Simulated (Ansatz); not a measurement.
Write the native input for Ansatz 0.2.0 that does the following.

```
Task                : band structure
Functional          : PBE
Potentials or basis : all-electron LAPW, scalar-relativistic
Cutoff              : 188 eV (chosen from the basis error)
Basis error allowed : 0.002 eV/atom
k mesh              : 7 × 7 × 3
Occupations         : fermi-dirac, width 0.05 eV
Spin                : no spin polarisation
```

Crystal: In3SbTe2.

```
Te Sb In
1.0
     4.42810    0.00000    0.00000
    -2.21405    3.83484    0.00000
     0.00000    0.00000   10.75645
Te Sb In
2 1 3
Direct
  0.66667 0.33333 0.32831
  0.33333 0.66667 0.67169
  0.00000 0.00000 0.00000
  0.66667 0.33333 0.84307
  0.33333 0.66667 0.15693
  0.00000 0.00000 0.50000
```

The cell comes from a database or a generator and needn't be the stable form of this composition.

One way to write it, as run:

input.yaml

```yaml
crystal:
  lattice:
    - [4.4280963236, 0.0, 0.0]
    - [-2.2140481618, 3.8348439066, 0.0]
    - [0.0, 0.0, 10.756447]
  atoms:
    - { symbol: Te, position: [0.6666666667, 0.3333333333, 0.328314] }
    - { symbol: Te, position: [0.3333333333, 0.6666666667, 0.671686] }
    - { symbol: Sb, position: [0.0, 0.0, 0.0] }
    - { symbol: In, position: [0.6666666667, 0.3333333333, 0.843074] }
    - { symbol: In, position: [0.3333333333, 0.6666666667, 0.156926] }
    - { symbol: In, position: [0.0, 0.0, 0.5] }
kpoints:
  mp_grid: { grid: [7, 7, 3] }
  band_path:
    path:
      - [0.0, 0.0, 0.0]
      - [0.5, 0.0, 0.0]
      - [0.3333333333, 0.3333333333, 0.0]
      - [0.0, 0.0, 0.0]
      - [0.0, 0.0, 0.5]
      - [0.5, 0.0, 0.5]
      - [0.3333333333, 0.3333333333, 0.5]
      - [0.0, 0.0, 0.5]
    npoints: 6
scf:
  occupations: { method: fermi_dirac, width: 0.05 }
hamiltonian:
  xc: pbe
  pseudopotentials: { kind: all_electron, lapw: { basis_error: 0.002 } }
output:
  forces: true
  stress: true
  eigenvalues: true
```

Potentials or basis: all-electron LAPW, scalar-relativistic.

The run is started by

```sh
$ ansatz run input.yaml --threads 4 --pin off --max-ram 12288MiB --backend cpu --events-out ev --progress --plain --runs-dir out
```

Results of the run:

| Quantity | Value |
| --- | --- |
| Pressure | -0.3 GPa |
| Largest force | 0.145 eV/Å |
| Band gap along the path | none (metal or under the smearing width) |

Caveat: spin-orbit coupling is left out, which moves the levels of the heavy elements.

Run time: 9.9 s on 4 threads of Intel(R) Xeon(R) 6975P-C (Granite Rapids), with other jobs on the host, peak memory 0.76 GiB.
